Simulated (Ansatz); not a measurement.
**CH6N2Si: a ladder of functionals and wavefunction methods**

The task here is to estimate one member of a computed series from the others.

The runs use Ansatz 0.2.0, Gaussian basis; functionals in def2-TZVPP, the program's frozen cores in correlated methods.

Plan: LDA (SPW92), PBE-D4, revPBE-D4, BLYP-D4, r2SCAN-D4, B97M-V, PBE0-D4, B3LYP-D4, r2SCANh-D4, r2SCAN0-D4, HSE06-D4, BHLYP-D4, CAM-B3LYP-D4, LC-ωPBE, ωB97X-V, ωB97M-V, B2PLYP, PBE-QIDH; CCSD(T)/def2-SVP; CCSD(T)/def2-TZVPP; MP2/def2-QZVPP; extrapolation to the limit; RPA on PBE.

### The geometry

The geometry comes from an earlier relaxation with PBE0-D4 in a triple-zeta def2 set; it is a stationary point, not always the lowest conformer.

SMILES `N[SiH]1CN1`, 10 atoms, charge 0, spin multiplicity 1.

Atoms are counted from 1 here; the program's logs count them from 0.

Bond lengths: N1–Si2 1.694 Å, N1–H5 1.005 Å, N1–H6 1.005 Å, Si2–C3 1.828 Å, Si2–N4 1.692 Å, Si2–H7 1.481 Å, C3–N4 1.509 Å, C3–H8 1.091 Å, C3–H9 1.089 Å, N4–H10 1.006 Å. Angles: Si2–N1–H5 122.9°, Si2–N1–H6 121.9°, H5–N1–H6 113.3°, N1–Si2–C3 129.3°, N1–Si2–N4 118.3°, N1–Si2–H7 107.5°, C3–Si2–N4 50.6°, C3–Si2–H7 118.4°, N4–Si2–H7 123.1°, Si2–C3–N4 60.0°, Si2–C3–H8 118.3°, Si2–C3–H9 125.2°, N4–C3–H8 116.5°, N4–C3–H9 113.8°, H8–C3–H9 112.1°, Si2–N4–C3 69.4°, Si2–N4–H10 134.4°, C3–N4–H10 119.3°.

The first run:

Contents of in.yaml:

```yaml
crystal:
  periodic: [false, false, false]
  atoms:
    - {symbol: N, position_ang: [-1.675363, 0.788321, -0.016028]}
    - {symbol: Si, position_ang: [-0.023523, 0.504583, 0.232998]}
    - {symbol: C, position_ang: [0.885619, -1.081280, 0.268468]}
    - {symbol: N, position_ang: [0.854675, -0.258378, -0.996308]}
    - {symbol: H, position_ang: [-2.258871, 0.174324, -0.557739]}
    - {symbol: H, position_ang: [-2.196768, 1.425740, 0.559980]}
    - {symbol: H, position_ang: [0.508677, 1.639873, 1.020283]}
    - {symbol: H, position_ang: [1.837464, -1.120785, 0.801175]}
    - {symbol: H, position_ang: [0.433686, -2.066255, 0.163600]}
    - {symbol: H, position_ang: [1.717703, -0.057242, -1.473531]}
basis:
  gaussian: {orbitals: def2-TZVPP}
hamiltonian: {xc: lda}
output: {orbitals: {seedname: orbitals}}
```

Launch:

```sh
ansatz run in.yaml --threads 2 --pin off --events-out ev --progress --plain --max-ram 4352MiB
```

Steps of the session up to this table: LDA; PBE-D4 (GGA); revPBE-D4 (GGA); BLYP-D4 (GGA); r2SCAN-D4 (meta-GGA); B97M-V (meta-GGA); PBE0-D4 (hybrid); B3LYP-D4 (hybrid); r2SCANh-D4 (hybrid); r2SCAN0-D4 (hybrid); HSE06-D4 (hybrid); BHLYP-D4 (hybrid); CAM-B3LYP-D4 (range-separated); LC-ωPBE (range-separated); ωB97X-V (range-separated); ωB97M-V (range-separated); B2PLYP (double hybrid); PBE-QIDH (double hybrid).

One of the session's tables, all rows but one given; the rest of the session is left out.

It belongs to the step «Orbital energies across the functionals». 

| functional | HOMO (eV) | LUMO (eV) | gap (eV) |
| --- | --- | --- | --- |
| LDA (SPW92) | -5.31 | -0.04 | 5.27 |
| PBE-D4 | -5.16 | 0.08 | 5.24 |
| revPBE-D4 | -5.10 | 0.14 | 5.24 |
| BLYP-D4 | ? | ? | ? |
| r2SCAN-D4 | -5.39 | 0.60 | 5.99 |
| B97M-V | -5.46 | 0.30 | 5.76 |
| PBE0-D4 | -6.45 | 0.91 | 7.36 |
| B3LYP-D4 | -6.22 | 0.58 | 6.80 |
| r2SCANh-D4 | -5.87 | 0.87 | 6.75 |
| r2SCAN0-D4 | -6.60 | 1.26 | 7.87 |
| HSE06-D4 | -6.04 | 0.55 | 6.59 |
| BHLYP-D4 | -7.64 | 1.55 | 9.19 |
| CAM-B3LYP-D4 | -7.83 | 1.70 | 9.53 |
| LC-ωPBE | -9.20 | 2.98 | 12.18 |
| ωB97X-V | -8.83 | 2.80 | 11.63 |
| ωB97M-V | -8.73 | 2.34 | 11.07 |

Q: Estimate the row for BLYP-D4 from the others.

Worked estimate for «HOMO (eV)». Against the share of exact exchange, B3LYP-D4 (0.2, -6.22), BHLYP-D4 (0.5, -7.64) give a slope of -4.73 per unit share; at 0 the line stands at -5.27.

The run gave: HOMO (eV): -5.03; LUMO (eV): 0.07; gap (eV): 5.10. In «HOMO (eV)» the line misses by -0.24.
